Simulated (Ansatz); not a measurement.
# Relaxation of Bi

The start is Bi, a known structure type filled with other elements, at an estimated volume. Where does it settle when we relax cell and atoms, and what is it like there?

Computed, not measured: Ansatz 0.2.0, DFT, r2SCAN, no spin polarisation, plane waves, PAW.

### Step 1. The structure

It takes space group P6_3/mmc (No. 194, hexagonal). Conventional cell: a = 3.666 Å, b = 3.666 Å, c = 11.871 Å, α = 90.00°, β = 90.00°, γ = 120.00°. Around Bi (site symmetry -3m) lie 12 Bi at 3.65 to 3.67 Å. Bi (site symmetry -6m2) has 12 Bi at 3.65 to 3.67 Å as nearest neighbours.

As a file:

```cif
data_structure
_symmetry_space_group_name_H-M 'P 1'
_symmetry_Int_Tables_number 1
_cell_length_a 3.6659
_cell_length_b 3.6659
_cell_length_c 11.8714
_cell_angle_alpha 90.000
_cell_angle_beta 90.000
_cell_angle_gamma 60.000
_cell_volume 138.16
loop_
_atom_site_label
_atom_site_type_symbol
_atom_site_fract_x
_atom_site_fract_y
_atom_site_fract_z
_atom_site_occupancy
Bi1 Bi 0.00000 0.00000 0.00000 1
Bi2 Bi 0.00000 0.00000 0.50000 1
Bi3 Bi 0.33333 0.33333 0.75000 1
Bi4 Bi 0.66667 0.66667 0.25000 1
```

It starts from an earlier solution of the starting cell (checkpoint.read).

### Step 2. The walk to rest

input.yaml

```yaml
crystal:
  lattice:
    - [1.832939, 3.174741, 0.0]
    - [-1.832939, 3.174741, 0.0]
    - [0.0, 0.0, 11.871365]
  atoms:
    - { symbol: Bi, position: [0.0, 0.0, 0.0] }
    - { symbol: Bi, position: [0.0, 0.0, 0.5] }
    - { symbol: Bi, position: [0.33333, 0.33334, 0.75] }
    - { symbol: Bi, position: [0.66666, 0.66667, 0.25] }
  symmetry: { tolerance: 0.0003 }
kpoints:
  mp_grid: { grid: [11, 11, 3], shift: [0, 0, 0] }
magnetization:
  spin_polarized: false
scf:
  occupations: { method: fermi_dirac }
  lower_state_search: "off"
hamiltonian:
  pseudopotentials: { kind: paw }
  xc: r2scan
basis:
  ecutwfc: 500
  fft_grid_basis: typed
relax:
  max_steps: 80
  cell: { p_target: 0.0 }
  f_tol: 0.03
output:
  forces: true
  stress: true
  eigenvalues: true
  bader: true
  populations: true
  elf: true
  write_potential: true
  volumetric_format: npy
  dos:
    e_range: [-12, 8]
    de: 0.05
    projected: { site_lists: { Bi: [Bi] } }
  write_density: true
checkpoint:
  read: saved_state
```

Launch:

```console
$ ansatz run input.yaml --threads 2 --pin off --max-ram 2560MiB --backend cpu --events-out ev --progress --plain --runs-dir out
```

**Question.** What will these runs give? Wanted: moves; energy gained; largest move; cell; volume; pressure at the end; character.

The runs gave:

| quantity | value |
| --- | --- |
| moves | 4 |
| energy gained | 56.2 meV/atom |
| largest move | 0.00 Å |
| space group (0.01 Å), before / after | P6_3/mmc / P6_3/mmc |
| cell | a = 3.494 Å, b = 3.494 Å, c = 11.820 Å, α = 90.00°, β = 90.00°, γ = 60.00° |
| volume | 31.23 Å³/atom (-9.6 %) |
| pressure at the end | -0.01 GPa |
| character | metal |
| density of states, mean within 0.25 eV of the Fermi level | 2.6 per eV per cell |

**Reading.** The volume shrank by 9.6 %, and the atoms end where they began within the cell; the energy fell by 56.2 meV per atom. The run held to 24 symmetry operations, so a lower structure without them is not ruled out. Bands cross the Fermi level: a metal; within 0.25 eV of the Fermi level the density of states averages 2.6 per eV per cell, mostly Bi p (93 %).
